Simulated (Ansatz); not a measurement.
LuBe:

```
CELL_PARAMETERS angstrom
3.32037 0.00000 0.00000
0.00000 3.32037 0.00000
0.00000 0.00000 3.32037
ATOMIC_POSITIONS crystal
Lu 0.00000 0.00000 0.00000
Be 0.50000 0.50000 0.50000
```

The cell was built by a generator and needn't be a form met in nature.

Base run:

* Program: Ansatz 0.2.0
* Functional: PBEsol
* Potentials or basis: Ansatz PAW
* Cutoff: 420 eV (not typed: the program's choice for these potentials)
* k mesh: 8 × 8 × 8
* Occupations: fermi-dirac, width 0.05 eV
* Spin: no spin polarisation

Its results: band gap on the k mesh none (metal or under the smearing width); pressure -2.5 GPa.

Task: After a change of settings the same cell gave: band gap on the k mesh none (metal or under the smearing width); pressure 1.8 GPa. Which change was it?
A. functional from PBEsol to revPBE
B. functional from PBEsol to r2SCAN; cutoff from 420 eV (not typed: the program's choice for these potentials) to 500 eV (not typed: the program's choice for these potentials)
C. functional from PBEsol to LDA
D. functional from PBEsol to PBE

Result: A.

revPBE binds less tightly than PBEsol, so the same cell stands under more pressure.

Caveats: spin-orbit coupling is left out, which moves the levels of the heavy elements; the PAW data sets come from PBE, with cores solved anew for the run's functional, which leaves a small shift of forces and pressure.
